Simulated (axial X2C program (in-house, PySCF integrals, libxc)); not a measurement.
**TeAl: EOM-EA-CCSD levels**

Aim: EOM-EA-CCSD levels of TeAl, with spin–orbit coupling in the Hamiltonian from the start.

The runs use an in-house X2C program for linear molecules on PySCF integrals; two-component X2C with atomic mean-field terms, Te dyall-acv3z, Al dyall-av3z.

All values are calculated.

**1. Set-up**

The input, task.json:

```json
{
 "zs": [
  52,
  13
 ],
 "q": 0,
 "bas": [
  "dyall-acv3z",
  "dyall-av3z"
 ],
 "r0": 2.41,
 "eom": "ea",
 "thr": -2.0,
 "nmax": 92,
 "grid": [
  1,
  0.96,
  1.045,
  0.92,
  1.09,
  1.15
 ]
}
```

Keys: zs atomic numbers; q charge; bas basis sets; r0 starting distance in Å; eom kind of EOM run; thr threshold in hartree for freezing inner shells (an s shell follows its p shell); nmax most natural virtual spinors; grid distances as factors.

The run is started by

```bash
> python soeom.py task.json out
```

The runs that follow: EOM-EA-CCSD at 2.403 Å.

What does the calculation give? Wanted: next root led by one particle; T1 of the reference.

As calculated:

| quantity | value |
| --- | --- |
| lowest root at 2.403 Å | Ω = 1/2, 8.214 eV |
| next root led by one particle | Ω = 1/2, about 23440 cm⁻¹ higher |
| T1 of the reference | 0.023 |

**Reading.** The added electron is bound by 8.21 eV in a spinor of 30% Al pσ, 24% Te pσ, 20% Te pπ. Errors of 0.1 to 0.3 eV are usual at this size, and roots led by higher excitations are left out, so the list is incomplete, and low states of that kind can be missing. T1 or the largest double amplitude of the reference is raised, which lowers the reliability.
